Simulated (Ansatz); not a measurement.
# Al₂Au, space group Fm-3m: Fermi-surface readings

Computed with Ansatz 0.2.0 through its Python package.

Script `run_fermi.py`:
```python
# -*- coding: utf-8 -*-
"""Fermi surface readings for Al2Au."""

import logging
import sys

import ansatz as az

logging.basicConfig(stream=sys.stdout, format="%(levelname)s %(message)s")
logger = logging.getLogger("calc")
logger.setLevel(logging.INFO)


def main():
    lattice = az.Lattice.of(
        (0.0, 3.0, 3.0),
        (3.0, 0.0, 3.0),
        (3.0, 3.0, 0.0),
    )
    sites = [
        ("Al", (0.25, 0.25, 0.25)),
        ("Al", (0.75, 0.75, 0.75)),
        ("Au", (0.0, 0.0, 0.0)),
    ]
    crystal = az.Crystal(lattice=lattice)
    for symbol, position in sites:
        crystal = crystal.atom(symbol, position)

    setup = crystal.calculation()
    setup = setup.occupations("Marzari-Vanderbilt", width=0.1)
    setup = setup.scf(tolerance=1e-07, max_iterations=65)
    setup = setup.kpoints(7, 7, 7)
    setup = setup.functional("LDA")
    setup = setup.pseudopotentials("paw")
    setup = setup.basis(34 * az.Ry)
    setup = setup.eigenstates(nscf_kmesh=(10, 10, 10), level_slopes=True)
    surface = setup.run(threads=1).fermi_surface().to_plain()
    for way, reading in surface.items():
        if reading:
            rho_lambda = [f"{v:.3e}" for v in reading["resistivity_times_mean_free_path_ohm_m2"]]
            logger.info(f"{way:24s} area {reading['spin_summed_area_per_ang2']:8.3f} 1/A^2  rho*lambda (ohm m^2) {rho_lambda}")


if __name__ == "__main__":
    main()
```

Output of `python run_fermi.py`:
```text
DeckWarning: scf.convergence.dr2_threshold = 1e-7 eV is looser than 1e-11 eV, the default for `output.eigenstates.de_dk` on PAW and all-electron files: empty levels that such a close leaves unsettled [...]
INFO by_tetrahedra            area   30.263 1/A^2  rho*lambda (ohm m^2) ['1.010e-15', '1.010e-15', '1.010e-15']
INFO by_slopes                area   26.742 1/A^2  rho*lambda (ohm m^2) ['1.143e-15', '1.143e-15', '1.143e-15']
INFO on_every_second_point    area   26.894 1/A^2  rho*lambda (ohm m^2) ['1.137e-15', '1.137e-15', '1.137e-15']
```
(Warnings from the package without file and line, shortened.)

Reading the output:
- The mesh is modest for a metal, so energies can be off by several to tens of meV an atom and pressures by half a GPa or more; differences at equal mesh fare better.
- Spin-orbit coupling, which matters for elements this heavy, is left out.
- The structure is a deposited one; some such entries were measured under pressure or heat, so a shift against it needn't be the functional's error alone.
- The three readings differ by the mesh error.
- The whole script took 5.6 s on 1 thread of Arm Neoverse N1, on a shared host, peak memory 0.35 GiB.

(A comment or docstring line of the script was reworded after the run, the code is as it ran; lines on the test bed's own set-up are left out of the output.)
